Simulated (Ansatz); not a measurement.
**CH7ClGeO2Si: a ladder of functionals and wavefunction methods**

An exercise on one series of results from a longer session: the logs are not shown, and one member is left open.

Computed with Ansatz 0.2.0, Gaussian basis. Level: functionals in def2-TZVPP, the program's frozen cores in correlated methods.

Plan: PBE-D4, r2SCAN-D4, PBE0-D4, B3LYP-D4, ωB97X-V, ωB97M-V, B2PLYP; CCSD(T)/def2-TZVPP; MP2/def2-QZVPP; extrapolation to the limit.

## Structure used throughout

All runs share one geometry, relaxed beforehand with PBE0-D4 in a triple-zeta def2 set.

SMILES `C[O][Ge]([OH])([SiH3])[Cl]`, 13 atoms, charge 0, spin multiplicity 1.

Atoms are counted from 1 here; the program's logs count them from 0.

Bond lengths: C1–O2 1.412 Å, C1–H7 1.097 Å, C1–H8 1.095 Å, C1–H9 1.092 Å, O2–Ge3 1.767 Å, Ge3–O4 1.758 Å, Ge3–Si5 2.382 Å, Ge3–Cl6 2.172 Å, O4–H10 0.962 Å, Si5–H11 1.482 Å, Si5–H12 1.483 Å, Si5–H13 1.484 Å. Angles: O2–C1–H7 112.0°, O2–C1–H8 111.8°, O2–C1–H9 107.6°, H7–C1–H8 108.5°, H7–C1–H9 108.2°, H8–C1–H9 108.7°, C1–O2–Ge3 121.1°, O2–Ge3–O4 104.6°, O2–Ge3–Si5 116.7°, O2–Ge3–Cl6 105.9°, O4–Ge3–Si5 110.4°, O4–Ge3–Cl6 109.6°, Si5–Ge3–Cl6 109.4°, Ge3–O4–H10 112.2°, Ge3–Si5–H11 108.3°, Ge3–Si5–H12 109.1°, Ge3–Si5–H13 107.5°, H11–Si5–H12 111.0° and more.

Coordinates:

```xyz
13
charge 0, multiplicity 1
C     0.5751    1.4700    1.4788
O     0.7885    1.2019    0.1094
Ge   -0.2969    0.1384   -0.7933
O     0.1186    0.4094   -2.4802
Si   -0.1936   -2.1845   -0.2775
Cl   -2.3043    0.8738   -0.4088
H     0.6635    0.5656    2.0933
H    -0.4083    1.9172    1.6570
H     1.3432    2.1761    1.7997
H     0.2498    1.3420   -2.6763
H    -1.2191   -2.8865   -1.0847
H     1.1656   -2.6903   -0.5874
H    -0.4822   -2.3331    1.1702
```

The first run:

The input, in.yaml:

```yaml
crystal:
  periodic: [false, false, false]
  atoms:
    - {symbol: C, position_ang: [0.575123, 1.470001, 1.478752]}
    - {symbol: O, position_ang: [0.788502, 1.201921, 0.109392]}
    - {symbol: Ge, position_ang: [-0.296877, 0.138388, -0.793280]}
    - {symbol: O, position_ang: [0.118568, 0.409446, -2.480229]}
    - {symbol: Si, position_ang: [-0.193557, -2.184534, -0.277528]}
    - {symbol: Cl, position_ang: [-2.304259, 0.873761, -0.408793]}
    - {symbol: H, position_ang: [0.663528, 0.565611, 2.093324]}
    - {symbol: H, position_ang: [-0.408297, 1.917159, 1.656999]}
    - {symbol: H, position_ang: [1.343211, 2.176111, 1.799675]}
    - {symbol: H, position_ang: [0.249810, 1.341960, -2.676338]}
    - {symbol: H, position_ang: [-1.219105, -2.886454, -1.084689]}
    - {symbol: H, position_ang: [1.165559, -2.690279, -0.587445]}
    - {symbol: H, position_ang: [-0.482196, -2.333081, 1.170160]}
basis:
  gaussian: {orbitals: def2-TZVPP}
hamiltonian: {xc: pbe, dispersion: d4}
output: {forces: true, orbitals: {seedname: orbitals}}
```

Started as:

```sh
$ ansatz run in.yaml --threads 2 --pin off --events-out ev --progress --plain --max-ram 32768MiB --backend cuda --devices 0, --max-vram 18GiB
```

Steps of the session up to this table: PBE-D4 (GGA); r2SCAN-D4 (meta-GGA); PBE0-D4 (hybrid); B3LYP-D4 (hybrid); ωB97X-V (range-separated); ωB97M-V (range-separated); B2PLYP (double hybrid); CCSD(T) in def2-TZVPP; MP2 in def2-QZVPP.

One of the session's tables, all rows but one given; the rest of the session is left out.

It belongs to the step «Atomisation energies». 

```
            method  atomisation energy (kcal/mol)
            PBE-D4                         1068.8
         r2SCAN-D4                         1060.7
           PBE0-D4                         1049.7
          B3LYP-D4                         1051.4
           ωB97X-V                         1063.7
           ωB97M-V                         1057.3
            B2PLYP                         1042.3
     HF/def2-TZVPP                          755.3
    MP2/def2-TZVPP                              ?
   CCSD/def2-TZVPP                         1017.7
CCSD(T)/def2-TZVPP                         1034.5
           MP2/CBS                         1079.1
       CCSD(T)/CBS                         1062.2
```

Estimate the missing values for MP2/def2-TZVPP.

As computed: atomisation energy (kcal/mol): 1051.3. In the column «atomisation energy (kcal/mol)» it lies between PBE0-D4 (1049.7) and B3LYP-D4 (1051.4).
